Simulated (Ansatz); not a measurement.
# C3H9FOSi: the cost of one run

All numbers below are computed with Ansatz 0.2.0 (RKS PBE0/STO-3G).

## (1) The structure to begin with

Bond lengths: C1–Si2 1.852 Å, Si2–C3 1.842 Å, Si2–F4 1.648 Å, Si2–C5 1.892 Å, C5–O6 1.457 Å, C1–H7 1.129 Å, C1–H8 1.089 Å, C1–H9 1.052 Å, C3–H10 1.130 Å, C3–H11 1.057 Å, C3–H12 1.128 Å, C5–H13 1.075 Å, C5–H14 1.074 Å, O6–H15 0.992 Å. Angles (14 of 25 angles, heavy atoms first): C1–Si2–C3 109.6°, C1–Si2–F4 108.9°, C1–Si2–C5 112.6°, C3–Si2–F4 106.5°, C3–Si2–C5 109.9°, F4–Si2–C5 109.1°, Si2–C5–O6 117.9°, Si2–C1–H7 107.9°, Si2–C1–H8 108.5°, Si2–C1–H9 114.1°, Si2–C3–H10 109.9°, Si2–C3–H11 112.5°, Si2–C3–H12 110.8°, Si2–C5–H13 111.3°.

Coordinates:

```xyz
15

C    -0.9457   -1.1205    0.9861
Si    0.3604    0.0171    0.3306
C     1.5791   -0.9473   -0.6590
F     1.1915    0.6617    1.5989
C    -0.3548    1.4194   -0.7194
O    -1.2554    2.3643   -0.0723
H    -1.6748   -0.5028    1.5875
H    -1.5120   -1.5168    0.1445
H    -0.5829   -1.8621    1.6375
H     2.0524   -1.7455   -0.0147
H     1.1409   -1.4087   -1.5033
H     2.4447   -0.2956   -0.9733
H     0.4230    2.0476   -1.1154
H    -0.9107    1.0117   -1.5436
H    -1.9774    1.8268    0.3453
```

## (2) End point A

File input.yaml:

```yaml
crystal:
  periodic: [false, false, false]
  atoms:
    - { symbol: C, position_ang: [-0.9457, -1.1205, 0.9861] }
    - { symbol: Si, position_ang: [0.3604, 0.0171, 0.3306] }
    - { symbol: C, position_ang: [1.5791, -0.9473, -0.659] }
    - { symbol: F, position_ang: [1.1915, 0.6617, 1.5989] }
    - { symbol: C, position_ang: [-0.3548, 1.4194, -0.7194] }
    - { symbol: O, position_ang: [-1.2554, 2.3643, -0.0723] }
    - { symbol: H, position_ang: [-1.6748, -0.5028, 1.5875] }
    - { symbol: H, position_ang: [-1.512, -1.5168, 0.1445] }
    - { symbol: H, position_ang: [-0.5829, -1.8621, 1.6375] }
    - { symbol: H, position_ang: [2.0524, -1.7455, -0.0147] }
    - { symbol: H, position_ang: [1.1409, -1.4087, -1.5033] }
    - { symbol: H, position_ang: [2.4447, -0.2956, -0.9733] }
    - { symbol: H, position_ang: [0.423, 2.0476, -1.1154] }
    - { symbol: H, position_ang: [-0.9107, 1.0117, -1.5436] }
    - { symbol: H, position_ang: [-1.9774, 1.8268, 0.3453] }
basis:
  gaussian: { orbitals: STO-3G }
hamiltonian:
  xc: pbe0
relax:
  f_tol: 0.02
  max_steps: 50
```

Started as:

```console
$ ansatz run input.yaml --threads 1 --pin off --max-ram 2048MiB --backend cpu --events-out ev --progress --plain --runs-dir out
```

What time and memory should one allow on 1 thread of Intel Xeon Platinum 8488C (Sapphire Rapids), shared host?

About 50 s, with a peak of 0.17 GiB.
